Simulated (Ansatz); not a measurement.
# ClF2H3OSi2: up Jacob's ladder to CCSD(T)

An exercise on one series of results from a longer session: the logs are not shown, and one member is left open.

Program: Ansatz 0.2.0, Gaussian basis. Level of theory: functionals in def2-TZVPP, the program's frozen cores in correlated methods. These are calculated values, not measurements.

The runs, in order: LDA (SPW92), PBE-D4, revPBE-D4, BLYP-D4, r2SCAN-D4, B97M-V, PBE0-D4, B3LYP-D4, r2SCANh-D4, r2SCAN0-D4, HSE06-D4, BHLYP-D4, CAM-B3LYP-D4, LC-ωPBE, ωB97X-V, ωB97M-V, B2PLYP, PBE-QIDH; CCSD(T)/def2-SVP; CCSD(T)/def2-TZVPP; MP2/def2-QZVPP; extrapolation to the limit; RPA on PBE.

## The geometry

The geometry comes from an earlier relaxation with PBE0-D4 in a triple-zeta def2 set; it is a stationary point, not always the lowest conformer.

SMILES `F[Si](F)(Cl)O[SiH3]`, 9 atoms, charge 0, spin multiplicity 1.

Atoms are counted from 1 here; the program's logs count them from 0.

Bond lengths: F1–Si2 1.574 Å, Si2–F3 1.574 Å, Si2–Cl4 2.011 Å, Si2–O5 1.587 Å, O5–Si6 1.645 Å, Si6–H7 1.480 Å, Si6–H8 1.482 Å, Si6–H9 1.482 Å. Angles: F1–Si2–F3 107.0°, F1–Si2–Cl4 108.9°, F1–Si2–O5 110.5°, F3–Si2–Cl4 108.9°, F3–Si2–O5 110.5°, Cl4–Si2–O5 110.9°, Si2–O5–Si6 158.2°, O5–Si6–H7 107.7°, O5–Si6–H8 109.1°, O5–Si6–H9 109.1°, H7–Si6–H8 110.4°, H7–Si6–H9 110.4°, H8–Si6–H9 110.2°.

The first run:

The input, in.yaml:

```yaml
crystal:
  periodic: [false, false, false]
  atoms:
    - {symbol: F, position_ang: [-2.046894, -1.352671, 0.128683]}
    - {symbol: Si, position_ang: [-0.915455, -0.877508, -0.857176]}
    - {symbol: F, position_ang: [-0.051962, -2.145258, -1.210917]}
    - {symbol: Cl, position_ang: [-1.768034, -0.179570, -2.539641]}
    - {symbol: O, position_ang: [-0.014567, 0.237135, -0.174854]}
    - {symbol: Si, position_ang: [1.002290, 0.917486, 0.924522]}
    - {symbol: H, position_ang: [1.264225, 2.309306, 0.493533]}
    - {symbol: H, position_ang: [2.264819, 0.141922, 0.961357]}
    - {symbol: H, position_ang: [0.354179, 0.902857, 2.257394]}
basis:
  gaussian: {orbitals: def2-TZVPP}
hamiltonian: {xc: lda}
output: {orbitals: {seedname: orbitals}}
```

Steps of the session up to this table: LDA; PBE-D4 (GGA); revPBE-D4 (GGA); BLYP-D4 (GGA); r2SCAN-D4 (meta-GGA); B97M-V (meta-GGA); PBE0-D4 (hybrid); B3LYP-D4 (hybrid); r2SCANh-D4 (hybrid); r2SCAN0-D4 (hybrid); HSE06-D4 (hybrid); BHLYP-D4 (hybrid); CAM-B3LYP-D4 (range-separated); LC-ωPBE-D4 (range-separated; the results give it without D4); ωB97X-V (range-separated); ωB97M-V (range-separated); B2PLYP (double hybrid); PBE-QIDH (double hybrid).

One table of the session follows, with a row left open; its other results are not shown here.

It belongs to the step «Frontier levels by functional». 

| functional | HOMO (eV) | gap (eV) |
| --- | --- | --- |
| LDA (SPW92) | -8.19 | 6.71 |
| PBE-D4 | -8.09 | 6.89 |
| revPBE-D4 | -8.04 | 6.98 |
| BLYP-D4 | -7.97 | 6.91 |
| r2SCAN-D4 | -8.48 | 7.73 |
| B97M-V | ? | ? |
| PBE0-D4 | -9.56 | 9.26 |
| B3LYP-D4 | -9.32 | 8.79 |
| r2SCANh-D4 | -9.01 | 8.56 |
| r2SCAN0-D4 | -9.82 | 9.78 |
| HSE06-D4 | -9.16 | 8.48 |
| BHLYP-D4 | -10.94 | 11.50 |
| CAM-B3LYP-D4 | -10.98 | 11.65 |
| LC-ωPBE | -12.37 | 14.28 |
| ωB97X-V | -12.01 | 13.75 |
| ωB97M-V | -11.84 | 13.24 |

**Question.** Estimate the row for B97M-V.

**Answer.** HOMO (eV): -8.57; gap (eV): 7.57. In the column «HOMO (eV)» it lies between r2SCANh-D4 (-9.01) and r2SCAN-D4 (-8.48).
